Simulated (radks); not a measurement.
# Taking charge from the 5d level of Hf⁺ in fractions

Aim: follow energy and eigenvalue as charge leaves the 5d level of Hf⁺ bit by bit, and test Janak's theorem, Slater's transition state and the straight-line condition.

The numbers are computed with radks (a radial shooting solver on a logarithmic mesh, Libxc functionals) version 1 (Dirac Kohn-Sham, PBEsol, spin-unpolarised, spherical densities, finite nucleus; open shells are shared between the two j in proportion to 2j + 1), except any that are marked as measured or tabulated.

### Step 1. The system

| Quantity | Value |
| --- | --- |
| element | hafnium (Z = 72) |
| charge | +1 |
| electrons | 71 |
| configuration | [Xe] 4f14 5d1 6s2 |
| nuclear rms radius | 5.347 fm |

Outer shells as boxes (Hund's rule):

Hf⁺
```
[Xe] core
4f [↑↓][↑↓][↑↓][↑↓][↑↓][↑↓][↑↓]
5d [↑ ][  ][  ][  ][  ]
6s [↑↓]
```

In the logs a row gives level, spin channel, occupation and eigenvalue; Etot, Ekin, Encl (electron-nucleus), Eh (Hartree) and Exc are energies, all in hartree; err is the last residual, it the number of iterations.

### Step 2. Start: [Xe] 4f14 5d1 6s2

Input:

```text
Z 72
configuration [Xe] 4f14 5d1 6s2
relativity Dirac
functional pbe_sol,pbe_sol
spin unpolarised
j_filling average
nucleus finite rms 5.347 fm
c 137.035999084
```

Standard output:

```text
1s1/2   1   2.0000       -2394.69521908
2s1/2   1   2.0000        -409.59506709
2p1/2   1   2.0000        -391.32555040
2p3/2   1   4.0000        -347.55345500
3s1/2   1   2.0000         -93.57780439
3p1/2   1   2.0000         -85.45528561
3p3/2   1   4.0000         -76.07610917
3d3/2   1   4.0000         -62.28477781
3d5/2   1   6.0000         -60.23830779
4s1/2   1   2.0000         -19.11273712
4p1/2   1   2.0000         -15.78278321
4p3/2   1   4.0000         -13.63355316
4d3/2   1   4.0000          -8.15171307
4d5/2   1   6.0000          -7.75813170
4f5/2   1   6.0000          -0.99647428
4f7/2   1   8.0000          -0.93229125
5s1/2   1   2.0000          -2.79986359
5p1/2   1   2.0000          -1.85266308
5p3/2   1   4.0000          -1.56264433
5d3/2   1   0.4000          -0.40680658
5d5/2   1   0.6000          -0.38591500
6s1/2   1   2.0000          -0.43687713
Etot -15090.803160926296
Ekin 16872.538353792792
Encl -37557.83074143242
Eh 5899.260335739485
Exc -304.77110902614913
err 4.9062584694672415e-09
it 17
```

Highest occupied level: 5d5/2 at -10.501 eV.

From the orbitals of this run (lengths in bohr):

| level | occupation | energy (eV) | <r> | outermost maximum (interpolated) | 90 % within | nodes |
| --- | --- | --- | --- | --- | --- | --- |
| 5s1/2 | 2 | -76.188 | 1.133 | 1.02 | 1.63 | 4 |
| 5p1/2 | 2 | -50.414 | 1.260 | 1.10 | 1.85 | 3 |
| 5p3/2 | 4 | -42.522 | 1.367 | 1.18 | 2.01 | 3 |
| 4f5/2 | 6 | -27.115 | 0.6692 | 0.452 | 1.13 | 0 |
| 4f7/2 | 8 | -25.369 | 0.6817 | 0.457 | 1.16 | 0 |
| 6s1/2 | 2 | -11.888 | 3.106 | 2.73 | 4.50 | 5 |
| 5d3/2 | 0.4 | -11.070 | 2.126 | 1.60 | 3.36 | 2 |
| 5d5/2 | 0.6 | -10.501 | 2.199 | 1.65 | 3.48 | 2 |

The radial density on a logarithmic grid:

| r (bohr) | 4πr²ρ (e/bohr) |
| --- | --- |
| 0.000945 | 6.343 |
| 0.00149 | 12.76 |
| 0.00235 | 24.50 |
| 0.00371 | 43.77 |
| 0.00585 | 69.92 |
| 0.00924 | 94.25 |
| 0.0146 | 100.7 |
| 0.0230 | 90.33 |
| 0.0363 | 102.8 |
| 0.0572 | 130.7 |
| 0.0896 | 106.3 |
| 0.141 | 114.2 |
| 0.223 | 89.58 |
| 0.352 | 62.87 |
| 0.555 | 57.61 |
| 0.876 | 21.43 |
| 1.38 | 9.234 |
| 2.18 | 2.281 |
| 3.44 | 0.8230 |
| 5.43 | 0.09055 |

### Step 3. 0.1 electron removed from 5d

Input: that of step 2 with these lines changed.

```diff
@@ -1,3 +1,3 @@
 Z 72
-configuration [Xe] 4f14 5d1 6s2
+configuration [Xe] 4f14 5d0.9 6s2
 relativity Dirac
```

Standard output:

```text
1s1/2   1   2.0000       -2394.73444543
2s1/2   1   2.0000        -409.63457981
2p1/2   1   2.0000        -391.36505492
2p3/2   1   4.0000        -347.59296971
3s1/2   1   2.0000         -93.61703612
3p1/2   1   2.0000         -85.49453013
3p3/2   1   4.0000         -76.11533948
3d3/2   1   4.0000         -62.32407180
3d5/2   1   6.0000         -60.27759390
4s1/2   1   2.0000         -19.15200504
4p1/2   1   2.0000         -15.82206196
4p3/2   1   4.0000         -13.67286268
4d3/2   1   4.0000          -8.19105850
4d5/2   1   6.0000          -7.79748834
4f5/2   1   6.0000          -1.03578048
4f7/2   1   8.0000          -0.97158762
5s1/2   1   2.0000          -2.83905101
5p1/2   1   2.0000          -1.89133178
5p3/2   1   4.0000          -1.60082520
5d3/2   1   0.3600          -0.44054055
5d5/2   1   0.5400          -0.41921485
6s1/2   1   2.0000          -0.46449381
Etot -15090.762065381263
Ekin 16872.510688260856
Encl -37555.02909877424
Eh 5896.49509890931
Exc -304.73875377718855
err 7.097951137411023e-09
it 16
```

Energy against step 2 (start: [Xe] 4f14 5d1 6s2): +1.118 eV. 5d5/2 is the highest filled level (-11.407 eV).

### Step 4. 0.2 electron removed from 5d

Input: that of step 3 with these lines changed.

```diff
@@ -1,3 +1,3 @@
 Z 72
-configuration [Xe] 4f14 5d0.9 6s2
+configuration [Xe] 4f14 5d0.8 6s2
 relativity Dirac
```

Standard output:

```text
1s1/2   1   2.0000       -2394.77446142
2s1/2   1   2.0000        -409.67488868
2p1/2   1   2.0000        -391.40535641
2p3/2   1   4.0000        -347.63328114
3s1/2   1   2.0000         -93.65704278
3p1/2   1   2.0000         -85.53455064
3p3/2   1   4.0000         -76.15534458
3d3/2   1   4.0000         -62.36414463
3d5/2   1   6.0000         -60.31765825
4s1/2   1   2.0000         -19.19204600
4p1/2   1   2.0000         -15.86211417
4p3/2   1   4.0000         -13.71294673
4d3/2   1   4.0000          -8.23117952
4d5/2   1   6.0000          -7.83762087
4f5/2   1   6.0000          -1.07585509
4f7/2   1   8.0000          -1.01165170
5s1/2   1   2.0000          -2.87898041
5p1/2   1   2.0000          -1.93071537
5p3/2   1   4.0000          -1.63969715
5d3/2   1   0.3200          -0.47489972
5d5/2   1   0.4800          -0.45313952
6s1/2   1   2.0000          -0.49254469
Etot -15090.717591062761
Ekin 16872.479936123706
Encl -37552.171140233724
Eh 5893.679237015941
Exc -304.70562396868365
err 3.592507526019488e-09
it 16
```

E − E(step 2, start: [Xe] 4f14 5d1 6s2) = +2.328 eV. Highest occupied level: 5d5/2 at -12.331 eV.

### Step 5. 0.3 electron removed from 5d

Input: that of step 4 with these lines changed.

```diff
@@ -1,3 +1,3 @@
 Z 72
-configuration [Xe] 4f14 5d0.8 6s2
+configuration [Xe] 4f14 5d0.7 6s2
 relativity Dirac
```

Standard output:

```text
1s1/2   1   2.0000       -2394.81524128
2s1/2   1   2.0000        -409.71596757
2p1/2   1   2.0000        -391.44642882
2p3/2   1   4.0000        -347.67436318
3s1/2   1   2.0000         -93.69779795
3p1/2   1   2.0000         -85.57532077
3p3/2   1   4.0000         -76.19609807
3d3/2   1   4.0000         -62.40496990
3d5/2   1   6.0000         -60.35847447
4s1/2   1   2.0000         -19.23283324
4p1/2   1   2.0000         -15.90291309
4p3/2   1   4.0000         -13.75377851
4d3/2   1   4.0000          -8.27204923
4d5/2   1   6.0000          -7.87850237
4f5/2   1   6.0000          -1.11667092
4f7/2   1   8.0000          -1.05245629
5s1/2   1   2.0000          -2.91962304
5p1/2   1   2.0000          -1.97078541
5p3/2   1   4.0000          -1.67923214
5d3/2   1   0.2800          -0.50986228
5d5/2   1   0.4200          -0.48766726
6s1/2   1   2.0000          -0.52101638
Etot -15090.669676553212
Ekin 16872.44602489742
Encl -37549.2587071008
Eh 5890.814753468028
Exc -304.6717478178591
err 2.3151557914922526e-09
it 17
```

Energy against step 2 (start: [Xe] 4f14 5d1 6s2): +3.632 eV. The top filled level is 5d5/2, -13.270 eV.

### Step 6. 0.4 electron removed from 5d

Input: that of step 5 with these lines changed.

```diff
@@ -1,3 +1,3 @@
 Z 72
-configuration [Xe] 4f14 5d0.7 6s2
+configuration [Xe] 4f14 5d0.6 6s2
 relativity Dirac
```

Standard output:

```text
1s1/2   1   2.0000       -2394.85676108
2s1/2   1   2.0000        -409.75779223
2p1/2   1   2.0000        -391.48824794
2p3/2   1   4.0000        -347.71619160
3s1/2   1   2.0000         -93.73927712
3p1/2   1   2.0000         -85.61681600
3p3/2   1   4.0000         -76.23757541
3d3/2   1   4.0000         -62.44652313
3d5/2   1   6.0000         -60.40001805
4s1/2   1   2.0000         -19.27434190
4p1/2   1   2.0000         -15.94443384
4p3/2   1   4.0000         -13.79533308
4d3/2   1   4.0000          -8.31364265
4d5/2   1   6.0000          -7.92010783
4f5/2   1   6.0000          -1.15820262
4f7/2   1   8.0000          -1.09397604
5s1/2   1   2.0000          -2.96095209
5p1/2   1   2.0000          -2.01151539
5p3/2   1   4.0000          -1.71940408
5d3/2   1   0.2400          -0.54540780
5d5/2   1   0.3600          -0.52277765
6s1/2   1   2.0000          -0.54989643
Etot -15090.618262588736
Ekin 16872.40888512077
Encl -37546.29350908873
Eh 5887.903513367274
Exc -304.6371519880472
err 2.0414178452830393e-09
it 17
```

E − E(step 2, start: [Xe] 4f14 5d1 6s2) = +5.031 eV. 5d5/2 is the highest filled level (-14.226 eV).

### Step 7. 0.5 electron removed from 5d

Input: that of step 6 with these lines changed.

```diff
@@ -1,3 +1,3 @@
 Z 72
-configuration [Xe] 4f14 5d0.6 6s2
+configuration [Xe] 4f14 5d0.5 6s2
 relativity Dirac
```

Standard output:

```text
1s1/2   1   2.0000       -2394.89899853
2s1/2   1   2.0000        -409.80034007
2p1/2   1   2.0000        -391.53079124
2p3/2   1   4.0000        -347.75874384
3s1/2   1   2.0000         -93.78145744
3p1/2   1   2.0000         -85.65901353
3p3/2   1   4.0000         -76.27975378
3d3/2   1   4.0000         -62.48878152
3d5/2   1   6.0000         -60.44226618
4s1/2   1   2.0000         -19.31654884
4p1/2   1   2.0000         -15.98665325
4p3/2   1   4.0000         -13.83758720
4d3/2   1   4.0000          -8.35593646
4d5/2   1   6.0000          -7.96241390
4f5/2   1   6.0000          -1.20042660
4f7/2   1   8.0000          -1.13618735
5s1/2   1   2.0000          -3.00294252
5p1/2   1   2.0000          -2.05288061
5p3/2   1   4.0000          -1.76018865
5d3/2   1   0.2000          -0.58151711
5d5/2   1   0.3000          -0.55845155
6s1/2   1   2.0000          -0.57917318
Etot -15090.563291836894
Ekin 16872.368449557438
Encl -37543.277136524746
Eh 5884.947256872313
Exc -304.6018617418986
err 1.8486294104044166e-09
it 17
```

Energy against step 2 (start: [Xe] 4f14 5d1 6s2): +6.527 eV. Highest occupied level: 5d5/2 at -15.196 eV.

### Step 8. 0.6 electron removed from 5d

Input: that of step 7 with these lines changed.

```diff
@@ -1,3 +1,3 @@
 Z 72
-configuration [Xe] 4f14 5d0.5 6s2
+configuration [Xe] 4f14 5d0.4 6s2
 relativity Dirac
```

Standard output:

```text
1s1/2   1   2.0000       -2394.94193289
2s1/2   1   2.0000        -409.84359005
2p1/2   1   2.0000        -391.57403773
2p3/2   1   4.0000        -347.80199887
3s1/2   1   2.0000         -93.82431765
3p1/2   1   2.0000         -85.70189209
3p3/2   1   4.0000         -76.32261188
3d3/2   1   4.0000         -62.53172380
3d5/2   1   6.0000         -60.48519760
4s1/2   1   2.0000         -19.35943244
4p1/2   1   2.0000         -16.02954971
4p3/2   1   4.0000         -13.88051921
4d3/2   1   4.0000          -8.39890893
4d5/2   1   6.0000          -8.00539883
4f5/2   1   6.0000          -1.24332081
4f7/2   1   8.0000          -1.17906817
5s1/2   1   2.0000          -3.04557088
5p1/2   1   2.0000          -2.09485796
5p3/2   1   4.0000          -1.80156316
5d3/2   1   0.1600          -0.61817216
5d5/2   1   0.2400          -0.59467095
6s1/2   1   2.0000          -0.60883572
Etot -15090.504708846629
Ekin 16872.32465362375
Encl -37540.21107163282
Eh 5881.947610222909
Exc -304.56590106047065
err 1.716127237774204e-09
it 17
```

Energy against step 2 (start: [Xe] 4f14 5d1 6s2): +8.121 eV. 5d5/2 is the highest filled level (-16.182 eV).

### Step 9. 0.7 electron removed from 5d

Input: that of step 8 with these lines changed.

```diff
@@ -1,3 +1,3 @@
 Z 72
-configuration [Xe] 4f14 5d0.4 6s2
+configuration [Xe] 4f14 5d0.3 6s2
 relativity Dirac
```

Standard output:

```text
1s1/2   1   2.0000       -2394.98554480
2s1/2   1   2.0000        -409.88752251
2p1/2   1   2.0000        -391.61796779
2p3/2   1   4.0000        -347.84593705
3s1/2   1   2.0000         -93.86783786
3p1/2   1   2.0000         -85.74543182
3p3/2   1   4.0000         -76.36612984
3d3/2   1   4.0000         -62.57533011
3d5/2   1   6.0000         -60.52879244
4s1/2   1   2.0000         -19.40297252
4p1/2   1   2.0000         -16.07310300
4p3/2   1   4.0000         -13.92410882
4d3/2   1   4.0000          -8.44253972
4d5/2   1   6.0000          -8.04904226
4f5/2   1   6.0000          -1.28686465
4f7/2   1   8.0000          -1.22259790
5s1/2   1   2.0000          -3.08881522
5p1/2   1   2.0000          -2.13742582
5p3/2   1   4.0000          -1.84350637
5d3/2   1   0.1200          -0.65535598
5d5/2   1   0.1800          -0.63141885
6s1/2   1   2.0000          -0.63887383
Etot -15090.442459939151
Ekin 16872.277435224052
Encl -37537.09669794939
Eh 5878.906095535229
Exc -304.5292927490431
err 2.362955812102455e-09
it 17
```

E − E(step 2, start: [Xe] 4f14 5d1 6s2) = +9.815 eV. The top filled level is 5d5/2, -17.182 eV.

### Step 10. 0.8 electron removed from 5d

Input: that of step 9 with these lines changed.

```diff
@@ -1,3 +1,3 @@
 Z 72
-configuration [Xe] 4f14 5d0.3 6s2
+configuration [Xe] 4f14 5d0.2 6s2
 relativity Dirac
```

Standard output:

```text
1s1/2   1   2.0000       -2395.02981613
2s1/2   1   2.0000        -409.93211908
2p1/2   1   2.0000        -391.66256309
2p3/2   1   4.0000        -347.89054003
3s1/2   1   2.0000         -93.91199949
3p1/2   1   2.0000         -85.78961414
3p3/2   1   4.0000         -76.41028907
3d3/2   1   4.0000         -62.61958191
3d5/2   1   6.0000         -60.57303213
4s1/2   1   2.0000         -19.44715017
4p1/2   1   2.0000         -16.11729422
4p3/2   1   4.0000         -13.96833708
4d3/2   1   4.0000          -8.48680980
4d5/2   1   6.0000          -8.09332512
4f5/2   1   6.0000          -1.33103880
4f7/2   1   8.0000          -1.26675721
5s1/2   1   2.0000          -3.13265492
5p1/2   1   2.0000          -2.18056393
5p3/2   1   4.0000          -1.88599840
5d3/2   1   0.0800          -0.69305253
5d5/2   1   0.1200          -0.66867924
6s1/2   1   2.0000          -0.66927787
Etot -15090.376493017775
Ekin 16872.226733730975
Encl -37533.93530779858
Eh 5875.824139582704
Exc -304.4920585328741
err 1.9685441483557647e-09
it 17
```

E − E(step 2, start: [Xe] 4f14 5d1 6s2) = +11.610 eV. 5d5/2 is the highest filled level (-18.196 eV).

### Step 11. 0.9 electron removed from 5d

Input: that of step 10 with these lines changed.

```diff
@@ -1,3 +1,3 @@
 Z 72
-configuration [Xe] 4f14 5d0.2 6s2
+configuration [Xe] 4f14 5d0.1 6s2
 relativity Dirac
```

Standard output:

```text
1s1/2   1   2.0000       -2395.07472998
2s1/2   1   2.0000        -409.97736257
2p1/2   1   2.0000        -391.70780649
2p3/2   1   4.0000        -347.93579063
3s1/2   1   2.0000         -93.95678514
3p1/2   1   2.0000         -85.83442168
3p3/2   1   4.0000         -76.45507217
3d3/2   1   4.0000         -62.66446180
3d5/2   1   6.0000         -60.61789931
4s1/2   1   2.0000         -19.49194770
4p1/2   1   2.0000         -16.16210565
4p3/2   1   4.0000         -14.01318621
4d3/2   1   4.0000          -8.53170134
4d5/2   1   6.0000          -8.13822956
4f5/2   1   6.0000          -1.37582518
4f7/2   1   8.0000          -1.31152802
5s1/2   1   2.0000          -3.17707060
5p1/2   1   2.0000          -2.22425326
5p3/2   1   4.0000          -1.92902060
5d3/2   1   0.0400          -0.73124665
5d5/2   1   0.0600          -0.70643698
6s1/2   1   2.0000          -0.70003877
Etot -15090.306757634451
Ekin 16872.17249138341
Encl -37530.72811129254
Eh 5872.703081412984
Exc -304.454219138305
err 1.2424220019720515e-09
it 17
```

E − E(step 2, start: [Xe] 4f14 5d1 6s2) = +13.508 eV. Highest occupied level: 6s1/2 at -19.049 eV.

### Step 12. 1 electron removed from 5d

Input: that of step 11 with these lines changed.

```diff
@@ -1,3 +1,3 @@
 Z 72
-configuration [Xe] 4f14 5d0.1 6s2
+configuration [Xe] 4f14 5d0 6s2
 relativity Dirac
```

Standard output:

```text
1s1/2   1   2.0000       -2395.12027046
2s1/2   1   2.0000        -410.02323685
2p1/2   1   2.0000        -391.75368191
2p3/2   1   4.0000        -347.98167275
3s1/2   1   2.0000         -94.00217850
3p1/2   1   2.0000         -85.87983815
3p3/2   1   4.0000         -76.50046283
3d3/2   1   4.0000         -62.70995351
3d5/2   1   6.0000         -60.66337766
4s1/2   1   2.0000         -19.53734849
4p1/2   1   2.0000         -16.20752067
4p3/2   1   4.0000         -14.05863953
4d3/2   1   4.0000          -8.57719759
4d5/2   1   6.0000          -8.18373882
4f5/2   1   6.0000          -1.42120678
4f7/2   1   8.0000          -1.35689332
5s1/2   1   2.0000          -3.22204403
5p1/2   1   2.0000          -2.26847594
5p3/2   1   4.0000          -1.97255546
5d3/2   1   0.0000          -0.76992402
5d5/2   1   0.0000          -0.74467771
6s1/2   1   2.0000          -0.73114796
Etot -15090.233204746422
Ekin 16872.114651601794
Encl -37527.47624140847
Eh 5869.54417942998
Exc -304.4157943697288
err 1.1211797242087848e-09
it 17
```

E − E(step 2, start: [Xe] 4f14 5d1 6s2) = +15.509 eV. 6s1/2 is the highest filled level (-19.896 eV).

### Step 13. What came out

| removed (e) | E − E(0) (eV) | eigenvalue (eV) | E minus straight line (eV) |
| --- | --- | --- | --- |
| 0 | 0.000 | -10.729 | 0.000 |
| 0.1 | 1.118 | -11.640 | -0.433 |
| 0.2 | 2.328 | -12.567 | -0.773 |
| 0.3 | 3.632 | -13.512 | -1.020 |
| 0.4 | 5.031 | -14.472 | -1.172 |
| 0.5 | 6.527 | -15.447 | -1.227 |
| 0.6 | 8.121 | -16.438 | -1.184 |
| 0.7 | 9.815 | -17.442 | -1.041 |
| 0.8 | 11.610 | -18.461 | -0.797 |
| 0.9 | 13.508 | -19.493 | -0.451 |
| 1 | 15.509 | -20.539 | 0.000 |

**Reading.** Removing the whole electron costs 15.509 eV, against 10.729 eV from minus the starting eigenvalue. Slater's transition state, half an electron removed, gives 15.447 eV. The trapezoid integral of minus the eigenvalue gives 15.511 eV over the range, against 15.509 eV from the energies (Janak's theorem). The eigenvalue moves by 9.81 eV per electron. E bends below the straight line by 1.23 eV at 0.5 electron removed: the delocalisation error of the functional.
